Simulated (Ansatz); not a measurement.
# AlH₆NSSi₂: small, medium and large basis sets

The task here is to estimate one member of a computed series from the others.

Computed with Ansatz 0.2.0, Gaussian basis. Level: one geometry, several basis sets.

Plan: PBE0-D4/def2-SVP; ωB97M-V/def2-SVP; PBE0-D4/def2-QZVPP; ωB97M-V/def2-QZVPP; the functionals' def2-TZVPP values are taken from earlier runs.

**The geometry**

An earlier PBE0-D4 in a triple-zeta def2 set relaxation fixed the geometry.

11 atoms, charge 0, spin multiplicity 1.

Atoms are counted from 1 here; the program's logs count them from 0.

Bond lengths: Si1–Si2 2.341 Å, Si1–H6 1.488 Å, Si1–H7 1.488 Å, Si1–H8 1.491 Å, Si2–N3 1.736 Å, Si2–S5 2.161 Å, Si2–H9 1.491 Å, N3–Al4 1.781 Å, N3–H10 1.006 Å, Al4–S5 2.188 Å, Al4–H11 1.571 Å. Angles: Si2–Si1–H6 110.7°, Si2–Si1–H7 109.3°, Si2–Si1–H8 110.8°, H6–Si1–H7 109.1°, H6–Si1–H8 108.2°, H7–Si1–H8 108.5°, Si1–Si2–N3 114.6°, Si1–Si2–S5 110.6°, Si1–Si2–H9 110.6°, N3–Si2–S5 95.6°, N3–Si2–H9 113.9°, S5–Si2–H9 110.7°, Si2–N3–Al4 96.7°, Si2–N3–H10 125.7°, Al4–N3–H10 137.6°, N3–Al4–S5 93.3°, N3–Al4–H11 133.2°, S5–Al4–H11 133.5° and more.

The first run:

File in.yaml:

```yaml
crystal:
  periodic: [false, false, false]
  atoms:
    - {symbol: Si, position_ang: [-1.724931, -0.054024, 1.110298]}
    - {symbol: Si, position_ang: [0.389641, 0.601426, 0.349885]}
    - {symbol: N, position_ang: [1.380447, -0.698098, -0.235007]}
    - {symbol: Al, position_ang: [1.451058, -0.159451, -1.931441]}
    - {symbol: S, position_ang: [0.232609, 1.618024, -1.550666]}
    - {symbol: H, position_ang: [-2.567428, 1.134581, 1.414039]}
    - {symbol: H, position_ang: [-2.393895, -0.871434, 0.062150]}
    - {symbol: H, position_ang: [-1.611891, -0.875204, 2.349721]}
    - {symbol: H, position_ang: [1.063410, 1.469247, 1.358329]}
    - {symbol: H, position_ang: [1.721231, -1.468779, 0.313775]}
    - {symbol: H, position_ang: [2.125248, -0.753289, -3.220483]}
basis:
  gaussian: {orbitals: def2-SVP}
hamiltonian: {xc: pbe0, dispersion: d4}
output: {orbitals: {seedname: orbitals}}
```

Launch:

```console
ansatz run in.yaml --threads 4 --pin off --events-out ev --progress --plain --max-ram 10444MiB
```

Among the steps run: PBE0-D4 in def2-SVP; ωB97M-V in def2-SVP; PBE0-D4 in def2-QZVPP; ωB97M-V in def2-QZVPP.

One of the session's tables, all rows but one given; the rest of the session is left out.

It belongs to the step «Density functionals: the series». 

```
functional       basis  HOMO (eV)
   PBE0-D4    def2-SVP          ?
   PBE0-D4  def2-TZVPP      -7.24
   PBE0-D4  def2-QZVPP      -7.26
   ωB97M-V    def2-SVP      -9.17
   ωB97M-V  def2-TZVPP      -9.28
   ωB97M-V  def2-QZVPP      -9.30
```

Estimate the missing values for PBE0-D4, def2-SVP.

As computed: HOMO (eV): -7.17. In the column «HOMO (eV)» it is the highest.
